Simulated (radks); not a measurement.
# Ionisation of As³⁺: one atom, several choices of relativity

One table from this session's results is given with a row withheld; the runs are named, their logs left out.

Program: radks (a radial shooting solver on a logarithmic mesh, Libxc functionals) version 1. Level of theory: Kohn-Sham, LDA (Slater exchange, Perdew-Wang correlation), spin-unpolarised, spherical densities. These are calculated values, not measurements, unless marked.

2 further runs of the same task are left out: 2 set aside as unsound or not needed.

## The system

* element: arsenic (Z = 33)
* charge: +3
* electrons: 30
* configuration: [Ar] 3d10 4s2
* ion: As⁴⁺, [Ar] 3d10 4s1
* choices: non-relativistic; scalar-relativistic; Dirac, 2j+1 shares; scalar-relativistic, finite nucleus; Dirac, 2j+1 shares, finite nucleus; Dirac, c × 1.5; Dirac, c × 100; Dirac, c × 0.85

Outer shells as boxes (Hund's rule):

As³⁺
```
[Ar] core
3d [↑↓][↑↓][↑↓][↑↓][↑↓]
4s [↑↓]
```

As⁴⁺
```
[Ar] core
3d [↑↓][↑↓][↑↓][↑↓][↑↓]
4s [↑ ]
```

Set-up of the first run:

Settings of this run:

```text
Z 33
configuration [Ar] 3d10 4s2
relativity non-relativistic
functional lda,pw
spin unpolarised
nucleus point
```

Started as:

```console
> python run_ks.py task.json out
```

The same process makes all the runs of this session.

Steps of the session up to this table: non-relativistic: As³⁺.

One table of the session follows, with a row left open; its other results are not shown here.

It belongs to the step «non-relativistic: As³⁺». Radial moments (bohr):

```
level      <r>  outermost maximum (interpolated)  90 % within  nodes
   1s  0.04644                            0.0307       0.0827      0
   2s   0.2070                             0.174        0.320      1
   2p   0.1789                             0.138        0.292      0
   3s   0.6101                             0.532        0.911      2
   3p   0.6220                             0.525        0.954      1
   3d        ?                                 ?            ?      ?
   4s    1.762                              1.55         2.57      3
```

**Question.** Estimate the row for 3d.

**Answer.** <r>: 0.6696; outermost maximum (interpolated): 0.474; 90 % within: 1.12; nodes: 0. In the column «<r>» it lies between 3p (0.6220) and 4s (1.762).

To keep in mind: Spin polarisation and multiplet splitting of open shells are left out at every level.
